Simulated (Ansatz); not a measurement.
# GeH3P: the cost of one run

Method: cc-pVTZ, core rule «outside noble gas», up to 19 orbitals frozen; program: Ansatz 0.2.0, Gaussian basis.

Plan: UHF; CCSD(T) on ROHF; CCSD(T) on UHF; BCCD(T) on ROHF; CCSDT(Q) on ROHF; CCSDT(Q) on UHF; CASSCF and NEVPT2, 11 electrons in 11 orbitals.

2 further runs of the same task are left out: 2 set aside as unsound or not needed.

## Step 1: The system

The geometry is a PBE0/def2-TZVP stationary point (not a proven minimum) of the parent state, kept for this charge and spin. No spin-orbit coupling is included. The filled d shell of Ge may be among the frozen orbitals whatever the setting's name suggests; the logs give the count.

5 atoms, charge 1, spin multiplicity 2.

Atoms are counted from 1 here; the program's logs count them from 0.

Bond lengths: Ge1–P2 2.302 Å, Ge1–H3 1.594 Å, P2–H4 1.413 Å, P2–H5 1.413 Å. Angles: P2–Ge1–H3 89.1°, Ge1–P2–H4 105.5°, Ge1–P2–H5 103.2°, H4–P2–H5 98.9°.

## Step 2: UHF

in.yaml

```yaml
crystal:
  periodic: [false, false, false]
  atoms:
    - {symbol: Ge, position_ang: [-0.022273, -0.031961, 0.718401]}
    - {symbol: P, position_ang: [0.098532, 0.026889, -1.580154]}
    - {symbol: H, position_ang: [0.031756, 1.560624, 0.737249]}
    - {symbol: H, position_ang: [-0.813254, 1.028626, -1.981686]}
    - {symbol: H, position_ang: [-0.641236, -1.112189, -1.971370]}
basis:
  gaussian: {orbitals: cc-pVTZ}
total_charge: 1
magnetization: {spin_polarized: true, initial_magnetization: 1}
hamiltonian: {xc: hf}
output: {orbitals: {seedname: orbitals}}
```

Started as:

```console
> ansatz run in.yaml --threads 1 --pin off --events-out ev --progress --plain --max-ram 4096MiB --backend cpu
```

What time and memory should one allow on 1 thread of AMD EPYC 7R13, shared host?

About 7.5 s, with a peak of 0.39 GiB.
